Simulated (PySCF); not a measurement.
# C₃H₃IN₂: NMR shieldings, part 2 of 2

PySCF 2.14.0. Atoms count from 0. Earlier steps stand in the parts before.

### Step 6. NMR shieldings: BHandHLYP/pcJ-1 I:dyall-v2z (BHandHLYP), spin–orbit

What the job is given:

```
{"job": {"kind": "hnmr", "xc": "BHandHLYP", "basis": {"default": "pcJ-1", "I": "dyall-v2z"}, "rel": "so"}, "charge": 0, "multiplicity": 1}
I      2.629600     0.718225    -0.451246
C      0.684078     0.066255    -0.168801
C      0.224071    -1.264935    -0.044444
N     -1.088632    -1.295083     0.124172
N     -1.469867    -0.022670     0.110510
C     -0.451014     0.848881    -0.060581
H      0.803957    -2.186133    -0.072981
H     -2.450308     0.201022     0.224545
H     -0.592781     1.926240    -0.094192
```

Method: BHandHLYP/pcJ-1 I:dyall-v2z GIAO NMR shielding, X2C with spin-orbit coupling, screened-nuclear two-electron part, Gaussian nuclei, gas phase.

Standard output:

```text
spin-free SCF
coarse grid: 41224 points
cycle   1  E = -7341.2018091145  dE =  1.050e+00  |g| = 3.843e-01  |ddm| = 3.033e+00
cycle   2  E = -7341.2139415440  dE = -1.213e-02  |g| = 3.284e-01  |ddm| = 6.658e-01
cycle   3  E = -7341.2339846990  dE = -2.004e-02  |g| = 9.439e-02  |ddm| = 3.240e-01
cycle   4  E = -7341.2358268668  dE = -1.842e-03  |g| = 2.254e-02  |ddm| = 8.150e-02
cycle   5  E = -7341.2359240241  dE = -9.716e-05  |g| = 9.358e-03  |ddm| = 2.739e-02
cycle   6  E = -7341.2359438918  dE = -1.987e-05  |g| = 2.509e-03  |ddm| = 9.747e-03
cycle   7  E = -7341.2359452354  dE = -1.344e-06  |g| = 1.293e-03  |ddm| = 3.300e-03
final grid: 85768 points
cycle   8  E = -7341.2362480089  dE = -9.209e-07  |g| = 1.740e-03  |ddm| = 2.432e-03
cycle   9  E = -7341.2362472330  dE =  7.759e-07  |g| = 2.536e-03  |ddm| = 3.201e-03
cycle  10  E = -7341.2362487017  dE = -1.469e-06  |g| = 1.179e-04  |ddm| = 1.926e-03
cycle  11  E = -7341.2362487046  dE = -2.916e-09  |g| = 6.399e-05  |ddm| = 1.650e-04
converged SCF energy = -7341.2362487046
two-component SCF
cycle   1  E = -7340.3038122584  dE = -7.340e+03  |FDS-SDF| = 1.218e+02
cycle   2  E = -7342.4673168771  dE = -2.164e+00  |FDS-SDF| = 7.781e-01
cycle   3  E = -7342.4698047284  dE = -2.488e-03  |FDS-SDF| = 2.899e-02
cycle   4  E = -7342.4700029960  dE = -1.983e-04  |FDS-SDF| = 8.420e-03
cycle   5  E = -7342.4700615666  dE = -5.857e-05  |FDS-SDF| = 4.840e-03
cycle   6  E = -7342.4700867010  dE = -2.513e-05  |FDS-SDF| = 2.045e-03
cycle   7  E = -7342.4700938438  dE = -7.143e-06  |FDS-SDF| = 4.444e-04
cycle   8  E = -7342.4700939795  dE = -1.356e-07  |FDS-SDF| = 1.849e-04
cycle   9  E = -7342.4700940030  dE = -2.358e-08  |FDS-SDF| = 8.985e-05
converged, E = -7342.4700940030

Field gradients (au) and densities at the nuclei (bohr^-3)
atom        Vxx        Vyy        Vzz        centre      nuclear mean
  0 I     -6.5705    -6.7166    13.2870     245979.239     238160.104
  1 C     -0.0266    -0.1945     0.2211        125.780        125.778
  2 C     -0.0202    -0.1643     0.1845        125.831        125.828
  3 N      0.2615     0.8124    -1.0739        204.764        204.759
  4 N      0.2174     0.5048    -0.7223        204.074        204.069
  5 C      0.1081     0.1202    -0.2283        125.799        125.797
  6 H     -0.1364    -0.1621     0.2985          0.476          0.476
  7 H     -0.1541    -0.2209     0.3750          0.467          0.467
  8 H     -0.1342    -0.1667     0.3010          0.472          0.472
without picture change
  0 I                           14.4343                    537698.972

Core orbital energies (eV)
atom   shell        mean    spread
  0 I  1s       -33125.741   0.000
  0 I  2s        -5167.671   0.000
  0 I  3s        -1064.149   0.000
  0 I  4s         -195.435   0.000
  0 I  5s          -21.611   0.000
  0 I  2p1/2     -4842.583   0.000
  0 I  2p3/2     -4543.091   0.030
  0 I  3p1/2      -929.144   0.000
  0 I  3p3/2      -871.819   0.100
  0 I  4p1/2      -147.161   0.000
  0 I  4p3/2      -135.895   0.253
  0 I  3d3/2      -635.066   0.110
  0 I  3d5/2      -623.172   0.143
  0 I  4d3/2       -57.336   0.342
  0 I  4d5/2       -55.526   0.458

Shielding tensors (ppm)
atom      isotropic    diamagn.    paramagn.     s11        s22        s33       span
  0 I      5235.10     5086.73      148.37    4419.54    4913.99    6371.78    1952.25
  1 C       128.18      256.40     -128.21      -3.60     178.45     209.70     213.31
  2 C        31.53      249.04     -217.51     -63.66      41.56     116.71     180.36
  3 N       -90.64      322.25     -412.90    -359.08    -101.50     188.65     547.73
  4 N        41.05      325.52     -284.48     -82.34      66.84     138.64     220.98
  5 C        43.99      250.73     -206.74     -43.90      47.78     128.09     172.00
  6 H        23.73       28.69       -4.96      19.61      22.86      28.71       9.10
  7 H        22.33       30.74       -8.41      16.85      22.60      27.54      10.69
  8 H        23.85       29.46       -5.61      20.01      23.89      27.65       7.64
```

It took 7.8 min on 1 thread of Intel Xeon Platinum 8488C, shared host; peak memory 1.6 GiB.

From this job:

| quantity | value |
| --- | --- |
| energy from spin-orbit coupling | -1.2338 Eh |

### Step 7. Shieldings side by side

```csv
run,I0,N3,C2,C5,N4,C1,H6,time
"step 3, PBE0/pcJ-1 I:dyall-v2z (PBE0), spin–orbit",5168.7,-77.8,35.0,48.4,43.4,123.9,23.7,8.8 min
"step 4, KT2/pcJ-1 I:dyall-v2z (KT2), spin–orbit",5113.2,-53.1,47.7,61.0,54.8,133.1,23.9,4 min
"step 5, B3LYP/pcJ-1 I:dyall-v2z (B3LYP), spin–orbit",5070.7,-85.8,29.5,43.4,37.9,118.9,23.9,8.4 min
"step 6, BHandHLYP/pcJ-1 I:dyall-v2z (BHandHLYP), spin–orbit",5235.1,-90.6,31.5,44.0,41.0,128.2,23.7,7.8 min
```

### Step 8. What came out

The summary covers parts 1 to 2.

| quantity | value |
| --- | --- |
| point group | Cs |
| rotational constants (main isotopes) | 9.58, 0.95, 0.87 GHz |
| energy from spin-orbit coupling (step 3, PBE0/pcJ-1 I:dyall-v2z (PBE0), spin–orbit) | -1.2351 Eh |
| shieldings (step 3, PBE0/pcJ-1 I:dyall-v2z (PBE0), spin–orbit) | I0 5168.7, C1 123.9, C2 35.0, N3 -77.8, N4 43.4, C5 48.4 ppm |
| surface potential, 1st and 99th percentile | -1.52 V and 2.52 V |
| energy from spin-orbit coupling (step 4, KT2/pcJ-1 I:dyall-v2z (KT2), spin–orbit) | -1.2383 Eh |
| shieldings (step 4, KT2/pcJ-1 I:dyall-v2z (KT2), spin–orbit) | I0 5113.2, C1 133.1, C2 47.7, N3 -53.1, N4 54.8, C5 61.0 ppm |
| energy from spin-orbit coupling (step 5, B3LYP/pcJ-1 I:dyall-v2z (B3LYP), spin–orbit) | -1.2368 Eh |
| shieldings (step 5, B3LYP/pcJ-1 I:dyall-v2z (B3LYP), spin–orbit) | I0 5070.7, C1 118.9, C2 29.5, N3 -85.8, N4 37.9, C5 43.4 ppm |
| energy from spin-orbit coupling (step 6, BHandHLYP/pcJ-1 I:dyall-v2z (BHandHLYP), spin–orbit) | -1.2338 Eh |
| shieldings (step 6, BHandHLYP/pcJ-1 I:dyall-v2z (BHandHLYP), spin–orbit) | I0 5235.1, C1 128.2, C2 31.5, N3 -90.6, N4 41.0, C5 44.0 ppm |

What this shows: Over 7 steps the energy fell by 0.163 eV; of the close pairs, C2–N3 changed most, 1.262 to 1.324 Å. In step 3, I0 has the widest tensor, 2020 ppm. At PBE0/dyall-v2z+pcJ-1, counted by nearest atom on the grid, the HOMO lies on I0 54 %; C1 16 %, the LUMO on I0 59 %; C1 28 %. I0 moves most between the runs, by 164 ppm; the labels say what changes from run to run.
